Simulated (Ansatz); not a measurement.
# BH8NSi2: up Jacob's ladder to CCSD(T)

Aim: compute BH8NSi2 with functionals from several rungs and with coupled cluster. The yardstick is the atomisation energy at the CCSD(T) limit.

Computed with Ansatz 0.2.0, Gaussian basis. Level: functionals in def2-TZVPP, the program's frozen cores in correlated methods.

The runs, in order: LDA (SPW92), PBE-D4, revPBE-D4, BLYP-D4, r2SCAN-D4, B97M-V, PBE0-D4, B3LYP-D4, r2SCANh-D4, r2SCAN0-D4, HSE06-D4, BHLYP-D4, CAM-B3LYP-D4, LC-ωPBE, ωB97X-V, ωB97M-V, B2PLYP, PBE-QIDH; CCSD(T)/def2-SVP; CCSD(T)/def2-TZVPP; MP2/def2-QZVPP; extrapolation to the limit; RPA on PBE.

### 1 The relaxed structure

The geometry comes from an earlier relaxation with PBE0-D4 in a triple-zeta def2 set; it is a stationary point, not always the lowest conformer.

SMILES `BN([SiH3])[SiH3]`, 12 atoms, charge 0, spin multiplicity 1.

Atoms are counted from 1 here; the program's logs count them from 0.

Bond lengths: B1–N2 1.409 Å, B1–H5 1.198 Å, B1–H6 1.203 Å, N2–Si3 1.751 Å, N2–Si4 1.756 Å, Si3–H7 1.486 Å, Si3–H8 1.481 Å, Si3–H9 1.486 Å, Si4–H10 1.483 Å, Si4–H11 1.483 Å, Si4–H12 1.487 Å. Angles: N2–B1–H5 120.6°, N2–B1–H6 119.0°, H5–B1–H6 120.5°, B1–N2–Si3 122.4°, B1–N2–Si4 117.2°, Si3–N2–Si4 120.4°, N2–Si3–H7 109.8°, N2–Si3–H8 108.6°, N2–Si3–H9 109.8°, H7–Si3–H8 110.3°, H7–Si3–H9 108.0°, H8–Si3–H9 110.3°, N2–Si4–H10 110.5°, N2–Si4–H11 110.5°, N2–Si4–H12 107.5°, H10–Si4–H11 109.6°, H10–Si4–H12 109.4°, H11–Si4–H12 109.4°.

### 2 LDA

This LDA is Slater exchange with PW92 correlation.

in.yaml

```yaml
crystal:
  periodic: [false, false, false]
  atoms:
    - {symbol: B, position_ang: [-0.968475, 0.987828, -0.915149]}
    - {symbol: N, position_ang: [-0.164670, 0.148671, -0.118964]}
    - {symbol: Si, position_ang: [-0.682100, -0.433396, 1.449716]}
    - {symbol: Si, position_ang: [1.404922, -0.305754, -0.761962]}
    - {symbol: H, position_ang: [-2.050372, 1.334903, -0.534958]}
    - {symbol: H, position_ang: [-0.552303, 1.351166, -1.983319]}
    - {symbol: H, position_ang: [0.279460, 0.008287, 2.493480]}
    - {symbol: H, position_ang: [-2.031380, 0.107281, 1.733477]}
    - {symbol: H, position_ang: [-0.712277, -1.919418, 1.451425]}
    - {symbol: H, position_ang: [2.242363, 0.897295, -0.987915]}
    - {symbol: H, position_ang: [1.249607, -1.049598, -2.035646]}
    - {symbol: H, position_ang: [2.062225, -1.182267, 0.243817]}
basis:
  gaussian: {orbitals: def2-TZVPP}
hamiltonian: {xc: lda}
output: {orbitals: {seedname: orbitals}}
```

Started as:

```bash
$ ansatz run in.yaml --threads 4 --pin off --events-out ev --progress --plain --max-ram 10444MiB
```

After this run come: PBE-D4 (GGA); revPBE-D4 (GGA); BLYP-D4 (GGA); r2SCAN-D4 (meta-GGA); B97M-V (meta-GGA); B3LYP-D4 (hybrid); r2SCANh-D4 (hybrid); r2SCAN0-D4 (hybrid); HSE06-D4 (hybrid); BHLYP-D4 (hybrid); CAM-B3LYP-D4 (range-separated); LC-ωPBE (range-separated); ωB97X-V (range-separated); ωB97M-V (range-separated); B2PLYP (double hybrid); PBE-QIDH (double hybrid); CCSD(T) in def2-SVP; CCSD(T) in def2-TZVPP; MP2 in def2-QZVPP; RPA on PBE orbitals.

Before running them: what should the planned runs give, taken together? Wanted: atomisation energy, CCSD(T)/CBS; farthest beyond LDA; mean size of error, GGA; mean size of error, meta-GGA; mean size of error, hybrid; mean size of error, range-separated; mean size of error, double hybrid; gap, smallest and largest; T1 diagnostic.

As calculated:

| quantity | value |
| --- | --- |
| atomisation energy, CCSD(T)/CBS | 3938.1 kJ/mol |
| functionals within 19.7 kJ/mol (0.5 %) | BLYP-D4, r2SCAN-D4, B97M-V, B3LYP-D4, ωB97M-V |
| farthest beyond LDA | revPBE-D4 (-83.6 kJ/mol) |
| mean size of error, GGA | 41.9 kJ/mol |
| mean size of error, meta-GGA | 10.2 kJ/mol |
| mean size of error, hybrid | 30.7 kJ/mol |
| mean size of error, range-separated | 32.5 kJ/mol |
| mean size of error, double hybrid | 41.8 kJ/mol |
| gap, smallest and largest | 5.40 eV (LDA (SPW92)), 12.69 eV (LC-ωPBE) |
| T1 diagnostic | 0.0126 |
| triples share of the correlation energy | 3.5 % |

**Reading.** LDA overbinds by 409.2 kJ/mol (10 %). PBE-D4 misses by -23.6 kJ/mol. Double hybrids carry the basis error of their MP2 part in triple zeta, and no dispersion term here, so their miss is partly the set-up's. Taken by rung, meta-GGA functionals do best (10.2 kJ/mol on average) and GGA ones worst beyond LDA (41.9 kJ/mol). The reference freezes the cores and leaves out relativity and excitations past (T), so misses under about 19.7 kJ/mol can't be ranked. Hartree-Fock recovers 76 % of the binding; the rest is correlation. CCSD(T) in def2-SVP is off by -244.6 kJ/mol, worse than the median functional, from the basis alone. Orbital gaps span 5.4 to 12.7 eV; exact exchange widens them.
